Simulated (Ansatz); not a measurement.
# H3LuO3 (Lu(OH)3): the cost of one run

Method: DFT PBE, plane waves, PAW, molecule in a box with 9 Å of vacuum; program: Ansatz 0.2.0.

5 further runs of the same task are left out: 2 for a known fault of the program, 2 that didn't finish, 1 set aside as unsound or not needed.

## 1. Where the work starts

7 atoms, charge 0, spin multiplicity 1.

Bond lengths: Lu1–O2 2.003 Å, Lu1–O4 2.003 Å, Lu1–O6 2.003 Å, O2–H3 0.957 Å, O4–H5 0.957 Å, O6–H7 0.957 Å. Angles: O2–Lu1–O4 120.0°, O2–Lu1–O6 120.0°, O4–Lu1–O6 120.0°, Lu1–O2–H3 179.9°, Lu1–O4–H5 179.9°, Lu1–O6–H7 179.9°.

As a file:

```tsv
atom	x (Å)	y (Å)	z (Å)
Lu1	0.0000	0.0000	0.1388
O2	2.0029	0.0000	0.1441
H3	2.9596	0.0000	0.1487
O4	-1.0015	1.7346	0.1441
H5	-1.4798	2.5631	0.1487
O6	-1.0015	-1.7346	0.1441
H7	-1.4798	-2.5631	0.1487
```

Formal oxidation states: Lu +3. Each metal's 14 4f electrons lie in its core potential, so multiplicities, spins and levels count the valence alone. In the runs below they are in the valence, and the state is a singlet. An earlier session relaxed this geometry at r2SCAN, Lu lcecp-1-SVP with ECP60, O def2-SVP, H def2-SVP (singlet, point group D3h).

## 2. Scalar-relativistic

The input, input.yaml:

```yaml
crystal:
  lattice:
    - [13.44, 0.0, 0.0]
    - [0.0, 14.13, 0.0]
    - [0.0, 0.0, 9.01]
  atoms:
    - { symbol: Lu, position: [0.44492783, 0.49986766, 0.49944506] }
    - { symbol: O, position: [0.59395685, 0.49986837, 0.50003441] }
    - { symbol: H, position: [0.66513988, 0.49986837, 0.50055161] }
    - { symbol: O, position: [0.37041295, 0.62262774, 0.50003441] }
    - { symbol: H, position: [0.33482143, 0.68126398, 0.50055161] }
    - { symbol: O, position: [0.37041369, 0.37710757, 0.50003441] }
    - { symbol: H, position: [0.33482292, 0.31847134, 0.50055161] }
basis:
  ecutwfc: 420
  ecutrho_ratio: 4
kpoints:
  mp_grid: { grid: [1, 1, 1] }
hamiltonian:
  xc: pbe
scf:
  occupations: { method: gaussian, width: 0.01 }
output:
  forces: true
  eigenvalues: true
  populations: true
  hubbard: { sites: [{ species: Lu, l: f }] }
```

Run with:

```
> ansatz run input.yaml --threads 2 --pin off --max-ram 5120MiB --backend cpu --events-out ev --progress --plain --runs-dir out
```

What time and memory should one allow on 2 threads of Intel Xeon Platinum 8488C (Sapphire Rapids), shared host?

About 3.9 s, with a peak of 0.97 GiB.
